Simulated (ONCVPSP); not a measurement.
# Pseudopotential generation for copper: ONCV, PBE

Task: generate the file, and judge it by its errors in other configurations, its logarithmic derivatives, its ghosts and its cutoff.

Program: ONCVPSP 4.0.1.1 (patched build). Reference atom: PBE, scalar-relativistic, spherical and spin-unpolarised. All values are calculated.

**1. The atom and the settings**

The settings as typed:

```
element                 : copper (Cu, Z = 29)
type                    : optimised norm-conserving Vanderbilt (ONCV)
frozen core             : [Ne] 3s2
valence charge          : 17
reference configuration : 3p6 3d10 4s1
partial waves           : 4s: rc 2.55 bohr, ncon 4, nbas 9, qcut 3.1 1/bohr, 2 projectors, debl 3.8 Ha; 3p: rc 0.75 bohr, ncon 4, nbas 8, qcut 9.3 1/bohr, 2 projectors, debl 3.2 Ha; 3d: rc 1.50 bohr, ncon 4, nbas 9, qcut 11.5 1/bohr, 1 projector
local potential         : polynomial inside 0.70 bohr (lpopt 5, dvloc0 -1 Ha)
core correction         : polynomial model core, fcfact 0.7
```

The outer shells as boxes (Hund's rule for the drawing; the calculation is spin-unpolarised):

```
[Ne] core
3s [↑↓]
3p [↑↓][↑↓][↑↓]
3d [↑↓][↑↓][↑↓][↑↓][↑↓]
4s [↑ ]
```

The nodes and maxima of the atom's own shells, from an earlier all-electron run, set the scale for the radii.

All-electron outer shells of the reference configuration (PBE, scalar-relativistic, ld1.x):

| shell | level (eV) | outermost node (bohr) | outermost maximum (bohr) |
| --- | --- | --- | --- |
| 3s | -114.70 | 0.29 | 0.61 |
| 3p | -72.14 | 0.26 | 0.62 |
| 3d | -5.04 | – | 0.60 |
| 4s | -4.61 | 0.89 | 2.27 |
| 4p | -0.70 | 0.97 | 3.65 |

**2. Generating the potential**

Input file Cu.dat:

```
# ATOM AND REFERENCE CONFIGURATION
# atsym  z   nc   nv     iexc    psfile
  Cu 29.00    4    3        4      upf
#
#   n    l    f
    1    0    2.00
    2    0    2.00
    2    1    6.00
    3    0    2.00
    3    1    6.00
    3    2   10.00
    4    0    1.00
#
# PSEUDOPOTENTIAL AND OPTIMIZATION
# lmax
    2
#
#   l,   rc,      ep,       ncon, nbas, qcut
    0    2.55    0.00    4    9    3.10
    1    0.75    0.00    4    8    9.30
    2    1.50    0.00    4    9   11.50
#
# LOCAL POTENTIAL
# lloc, lpopt,  rc(5),   dvloc0
    4    5    0.70   -1.00
#
# VANDERBILT-KLEINMAN-BYLANDER PROJECTORs
# l, nproj, debl
    0    2    3.80
    1    2    3.20
    2    1    1.30
#
# MODEL CORE CHARGE
# icmod, fcfact, rcfact
    1    0.70    0.00
#
# LOG DERIVATIVE ANALYSIS
# epsh1, epsh2, depsh
   -4.00    5.00    0.02
#
# OUTPUT GRID
# rlmax, drl
    6.00    0.01
#
# TEST CONFIGURATIONS
# ncnf
    4
# nvcnf
#   n    l    f
    3
    3    1    6.00
    3    2   10.00
    4    0    0.00
#
    3
    3    1    6.00
    3    2    9.00
    4    0    0.00
#
    3
    3    1    6.00
    3    2    8.00
    4    0    0.00
#
    3
    3    1    6.00
    3    2    7.00
    4    0    0.00
#
```

Run with:

```bash
$ oncvpsp.x < Cu.dat > Cu.out
```

What does the calculation give? Wanted: cutoffs for 1 and 0.1 mHa per electron, occupied waves; bound ghosts; GHOST(+) flags; largest test error; largest phase difference near zero energy, channels read; rms error of d²Exc/dn², without and with the model core.

**Answer**, as computed:

| quantity | value |
| --- | --- |
| cutoffs for 1 and 0.1 mHa per electron, occupied waves | 66 Ha and 327 Ha |
| bound ghosts | s at -118.67 eV |
| GHOST(+) flags | none at low energy |
| largest test error (AE − PS) | -54 meV, for 3p6 3d9 4s0 (2 tests unsolved) |
| largest phase difference near zero energy, channels read | 0.008 rad |
| rms error of d²Exc/dn², without and with the model core | 2.96 and 0.38 mHa |

**Reading.** It has a bound ghost (s), a state that the atom doesn't have, and that rules the file out. Close by lies the frozen 3s level (-114.7 eV). The worst unpolarised test, 3p6 3d9 4s0, is off by 54 meV on 29.5 eV; by total energies transferability rates as fair where solved. Of the tests 2 gave no usable energy difference, which is a warning in itself. By its cutoff, 66 Ha for the looser tolerance, it is very hard. The tighter tolerance needs 327 Ha, and converged work needs a cutoff nearer that. At the looser tolerance the 3p wave is the slowest; 3d needs 50 Ha. Near zero energy the phases of the channels with partial waves agree within 0.008 rad.
